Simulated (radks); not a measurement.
# Cd⁴⁺ in [Kr] 4d8: an all-electron calculation

The task here is to estimate one member of a computed series from the others.

Method: scalar-relativistic Kohn-Sham, HCTH/407, spin-unpolarised, spherical densities, finite nucleus. Code: radks (a radial shooting solver on a logarithmic mesh, Libxc functionals) version 1.

## What is computed

```
element            : cadmium (Z = 48)
charge             : +4
electrons          : 44
configuration      : [Kr] 4d8
nuclear rms radius : 4.6087 fm
```

Outer shells as boxes (Hund's rule):

Cd⁴⁺
```
[Kr] core
4d [↑↓][↑↓][↑↓][↑ ][↑ ]
```

Set-up of the first run:

The run's settings:

```text
Z 48
configuration [Kr] 4d8
relativity scalar-relativistic
functional hcth_407
spin unpolarised
nucleus finite rms 4.6087 fm
c 137.035999084
```

One table of the session follows, with a row left open; its other results are not shown here.

It belongs to the step «Orbitals and density». Sizes of the orbitals, from the radial functions (bohr):

```
level      <r>  outermost maximum (interpolated)  90 % within  nodes
   1s  0.03041                            0.0197       0.0546      0
   2s   0.1317                             0.111        0.203      1
   2p        ?                                 ?            ?      ?
   3s   0.3580                             0.324        0.527      2
   3p   0.3565                             0.317        0.536      1
   3d   0.3338                             0.265        0.527      0
   4s   0.8701                             0.793         1.26      3
   4p   0.9407                             0.840         1.38      2
   4d    1.143                             0.951         1.75      1
```

Q: Estimate the row for 2p from the others.

As computed: <r>: 0.1148; outermost maximum (interpolated): 0.0890; 90 % within: 0.187; nodes: 0. In the column «<r>» it lies between 1s (0.03041) and 2s (0.1317).

To keep in mind: Spin polarisation and multiplet splitting are left out.
